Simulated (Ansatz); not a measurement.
# CH10BNSiSn: two geometries relaxed

Method: RKS PBE/def2-SVP, in Ansatz 0.2.0.

**1. Starting point**

Bond lengths: N1–B2 1.465 Å, B2–C3 1.580 Å, C3–Si4 1.954 Å, C3–Sn5 2.136 Å, N1–H6 1.069 Å, N1–H7 1.083 Å, B2–H8 1.169 Å, C3–H9 1.167 Å, Si4–H10 1.405 Å, Si4–H11 1.475 Å, Si4–H12 1.476 Å, Sn5–H13 1.730 Å, Sn5–H14 1.719 Å, Sn5–H15 1.752 Å. Angles (14 of 24 angles, heavy atoms first): N1–B2–C3 120.8°, B2–C3–Si4 111.5°, B2–C3–Sn5 111.8°, Si4–C3–Sn5 107.9°, N1–B2–H8 119.9°, C3–B2–H8 119.1°, B2–N1–H6 110.7°, B2–N1–H7 107.6°, B2–C3–H9 109.2°, Si4–C3–H9 105.3°, Sn5–C3–H9 110.9°, C3–Si4–H10 109.4°, C3–Si4–H11 104.8°, C3–Si4–H12 107.6°.

Coordinates:

```xyz
15

N    -2.1772   -0.2853    1.2652
B    -0.8917   -0.8282    0.8200
C     0.2782    0.1315    0.3659
Si    1.9474   -0.8486    0.0986
Sn   -0.1887    1.1456   -1.4554
H    -2.0328    0.4629    2.0146
H    -2.5874    0.2959    0.4485
H    -0.6920   -1.9782    0.8816
H     0.5025    0.8932    1.2211
H     2.9626    0.0495   -0.2699
H     1.6375   -1.8454   -0.9438
H     2.2624   -1.5455    1.3614
H     1.1227    2.1564   -1.9567
H    -0.5808   -0.0172   -2.6590
H    -1.5845    2.1627   -1.1629
```

**2. Relaxing end A**

input.yaml

```yaml
crystal:
  periodic: [false, false, false]
  atoms:
    - { symbol: "N", position_ang: [-2.1772, -0.2853, 1.2652] }
    - { symbol: B, position_ang: [-0.8917, -0.8282, 0.82] }
    - { symbol: C, position_ang: [0.2782, 0.1315, 0.3659] }
    - { symbol: Si, position_ang: [1.9474, -0.8486, 0.0986] }
    - { symbol: Sn, position_ang: [-0.1887, 1.1456, -1.4554] }
    - { symbol: H, position_ang: [-2.0328, 0.4629, 2.0146] }
    - { symbol: H, position_ang: [-2.5874, 0.2959, 0.4485] }
    - { symbol: H, position_ang: [-0.692, -1.9782, 0.8816] }
    - { symbol: H, position_ang: [0.5025, 0.8932, 1.2211] }
    - { symbol: H, position_ang: [2.9626, 0.0495, -0.2699] }
    - { symbol: H, position_ang: [1.6375, -1.8454, -0.9438] }
    - { symbol: H, position_ang: [2.2624, -1.5455, 1.3614] }
    - { symbol: H, position_ang: [1.1227, 2.1564, -1.9567] }
    - { symbol: H, position_ang: [-0.5808, -0.0172, -2.659] }
    - { symbol: H, position_ang: [-1.5845, 2.1627, -1.1629] }
basis:
  gaussian: { orbitals: def2-SVP }
hamiltonian:
  xc: pbe
relax:
  f_tol: 0.015
  max_steps: 40
output:
  orbitals: {}
```

Run with:

```bash
$ ansatz run input.yaml --threads 2 --pin off --max-ram 3072MiB --backend cpu --events-out ev --progress --plain --runs-dir out
```

What time and memory should one allow on 2 threads of Arm Neoverse V2, shared host?

About 61 s, with a peak of 0.19 GiB.
